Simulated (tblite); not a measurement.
**C4H6SSeSi: geometry, infrared bands and NMR shifts**

The runs use tblite 0.8.0 and PySCF 2.14.0, with density-fitted response routines of our own; the level of theory stands in each step. All values are computed, except where a source is named. Atoms are numbered from 0 throughout.

**1. The starting structure**

13 atoms, charge 0, multiplicity 1; geometry from: force field or distance geometry start.

Bonds of the start (Å): Se0–Si1 2.28, Si1–C2 1.83, C2–C3 1.38, C3–C4 1.34, C4–C5 1.36, C5–S6 1.74, S6–C2 1.86, Se0–H7 1.56, Si1–H8 1.45, Si1–H9 1.48, C3–H10 1.11, C4–H11 1.12, C5–H12 1.08.

**2. Optimising the geometry with GFN2-xTB**

The job: settings as JSON, then the geometry in Å.

```
{"job": {"kind": "relax", "xc": "GFN2-xTB", "basis": "xTB"}, "charge": 0, "multiplicity": 1}
Se     3.045900     0.641500     0.693500
Si     1.799100    -1.099100    -0.104300
C      0.053400    -0.586400     0.054900
C     -0.477400     0.633200    -0.315900
C     -1.791900     0.825700    -0.119400
C     -2.534800    -0.186500     0.401800
S     -1.435800    -1.509200     0.692400
H      2.818900     1.930000    -0.151500
H      2.179100    -1.439300    -1.460000
H      2.036200    -2.236500     0.808900
H      0.187600     1.409000    -0.739200
H     -2.287600     1.788600    -0.396300
H     -3.597200    -0.170500     0.617300
```

Launch:

```console
$ OMP_NUM_THREADS=1 python probes_run.py task.json out
```

The driver reads the jobs from task.json and runs them one after another.

**Question.** How long does this first job take on 1 thread of Intel Xeon Platinum 8488C, shared host?

About 1.4 s.
